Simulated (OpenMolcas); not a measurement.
**Au⁵⁺ among point charges: CASSCF and CASPT2 levels and susceptibility**

Aim: the splitting of the states of Au⁵⁺ in the field of 6 point charges, its lowest levels with spin-orbit coupling and its magnetic susceptibility.

Method: state-averaged CASSCF and CASPT2, spin-orbit coupling by RASSI with atomic mean-field integrals. Code: OpenMolcas 26.06.

## Step 1: What is computed

- Species: Au⁵⁺ (gold, Z = 79, 74 electrons)
- Basis: ANO-RCC-VDZP [7s6p4d2f], 59 functions
- Scalar Hamiltonian: DKH2, point nucleus
- Inactive shells: 1s 2s 2p 3s 3p 3d 4s 4p 4d 4f 5s 5p
- Active space: 6 electrons in 5 orbitals (5d)
- Some configurations of this space: 5d⁶
- Orbitals: optimised for each spin and parity, averaged over all roots

Outer shells as boxes (Hund's rule):

5d6
```
5d [↑↓][↑ ][↑ ][↑ ][↑ ]
```

The ion sits among 6 point charges of -1.7 e arranged as an octahedron (Oh), 2.02 Å from the ion.

The work runs as a chain of OpenMolcas steps in one folder; each step below is one input file. Labels, J, g values, rates, χT and fits are worked out afterwards by a script from the matrices that RASSI stores. The input lists half of the charges; inversion (Group=XYZ) makes the rest.

## Step 2: GATEWAY and SEWARD: basis and integrals

The input, a.inp:

```
&GATEWAY
Coord
1

Au 0.0 0.0 0.0
Basis=ANO-RCC-VDZP
Group=XYZ
NoMove
AngMom=0.0 0.0 0.0
AMFI
XField
3 Angstrom 0
2.020000 0.000000 0.000000 -1.700000
0.000000 2.020000 0.000000 -1.700000
0.000000 0.000000 2.020000 -1.700000
&SEWARD
```

Started as:

```bash
> OMP_NUM_THREADS=1 MOLCAS_MEM=1689 MOLCAS_PROJECT=a pymolcas a.inp > a.log
```

## Step 3: CASSCF: quintets of even parity, 5 roots

The input, a.inp:

```
&RASSCF
FileOrb=start.orb
Symmetry=1
Spin=5
nActEl=6 0 0
Inactive=15 19
Ras2=5 0
CIRoot=5 5 1
SDav=5
CIMx=300
Iter=120 100
PrWF=0.3
OrbListing=Nothing
MaxOrb=0
>>> COPY $Project.JobIph JOB001
```

start.orb holds the contracted functions of the basis, ordered by shell, or the orbitals of the step before.

## Step 4: CASSCF: triplets of even parity, 45 roots

The input, a.inp:

```
&RASSCF
FileOrb=start.orb
Symmetry=1
Spin=3
nActEl=6 0 0
Inactive=15 19
Ras2=5 0
CIRoot=45 45 1
SDav=45
CIMx=300
Iter=120 100
PrWF=0.3
OrbListing=Nothing
MaxOrb=0
>>> COPY $Project.JobIph JOB002
```

## Step 5: Reference wave functions, singlets of even parity, 50 roots

The input, a.inp:

```
&RASSCF
FileOrb=start.orb
Symmetry=1
Spin=1
nActEl=6 0 0
Inactive=15 19
Ras2=5 0
CIRoot=50 50 1
SDav=50
CIMx=300
Iter=120 100
PrWF=0.3
OrbListing=Nothing
MaxOrb=0
>>> COPY $Project.JobIph JOB003
```

## Step 6: State interaction with spin-orbit coupling

The input, a.inp:

```
&RASSI
NrOfJobIphs=3 5 45 50
1 2 3 4 5
1 2 3 4 5 6 7 8 9 10 11 12 13 14 15 16 17 18 19 20 21 22 23 24 25 26 27
28 29 30 31 32 33 34 35 36 37 38 39 40 41 42 43 44 45
1 2 3 4 5 6 7 8 9 10 11 12 13 14 15 16 17 18 19 20 21 22 23 24 25 26 27
28 29 30 31 32 33 34 35 36 37 38 39 40 41 42 43 44 45 46 47 48 49 50
IphNames
JOB001
JOB002
JOB003
EJob
SpinOrbit
DIPRint=1.0
SOCoupling=1000.0
Subsets=2
Property=9
'ANGMOM' 1 'ANGMOM' 2 'ANGMOM' 3 'MLTPL  1' 1 'MLTPL  1' 2 'MLTPL  1' 3
'AMFI' 1 'AMFI' 2 'AMFI' 3
SOProperty=3
'ANGMOM' 1 'ANGMOM' 2 'ANGMOM' 3
```

## Step 7: CASPT2: IPEA 0.25, imaginary shift 0.1 (closed shells correlated: 5s 5p)

The input, a.inp:

```
>>> COPY JOB001 $Project.JobIph
&CASPT2
Multistate=5 1 2 3 4 5
NoMult
Frozen=14 16
IPEA=0.25
Imaginary=0.1
MaxIter=60
WThr=0.0 0.3 0.05
PrWF=0.5
NoMix
>>> COPY JOB002 $Project.JobIph
&CASPT2
Multistate=45 1 2 3 4 5 6 7 8 9 10 11 12 13 14 15 16 17 18 19 20 21 22
23 24 25 26 27 28 29 30 31 32 33 34 35 36 37 38 39 40 41 42 43 44 45
NoMult
Frozen=14 16
IPEA=0.25
Imaginary=0.1
MaxIter=60
WThr=0.0 0.3 0.05
PrWF=0.5
NoMix
>>> COPY JOB003 $Project.JobIph
&CASPT2
Multistate=50 1 2 3 4 5 6 7 8 9 10 11 12 13 14 15 16 17 18 19 20 21 22
23 24 25 26 27 28 29 30 31 32 33 34 35 36 37 38 39 40 41 42 43 44 45 46
47 48 49 50
NoMult
Frozen=14 16
IPEA=0.25
Imaginary=0.1
MaxIter=60
WThr=0.0 0.3 0.05
PrWF=0.5
NoMix
```

(Steps that only read results are left out.)

Before running it: what results should come out? Wanted: spin-free ground state; first state of the same spin within the active space; lowest level; next level.

**Answer**, as computed:

```
                                            quantity                                                                        value
                                              method  SS-CASPT2, IPEA 0.25, imaginary shift 0.1 (closed shells correlated: 5s 5p)
                              spin-free ground state                                              5T2, 3-fold in its orbital part
first state of the same spin within the active space                                                              5E at 5910 cm⁻¹
                                        lowest level                                                                    3-fold T2
                                          next level                                                                     5.3 cm⁻¹
                                         χT at 300 K                                                               4.52 cm³ K/mol
                           effective moment at 300 K                                                                      6.01 μB
```

Cost by method:

```csv
method,time of its own steps,time with the reference
A. CASSCF,19 s,19 s
"B. SS-CASPT2, IPEA 0.25, imaginary shift 0.1, +5s 5p",5.9 s,25 s
```

Times are of one thread on a shared host.

The spin-free ground state (5T2) comes to 100 % from free-ion D terms and keeps the highest spin of the shell. χT at 300 K is 4.52, against 3.01 cm³ K/mol for the spin alone, so orbital moment adds to it. An active space of the d shell alone favours high spin; real ions in strong fields can be low spin. CASPT2 does not keep the components of a term degenerate, and the means are used. The field of point charges can differ much from that of real complexes. With metal d orbitals alone active, the gaps between spin states are rough; where two lie within a few thousand cm-1, their order is open. Point charges carry no covalency, so the field is a model and not that of real ligands.
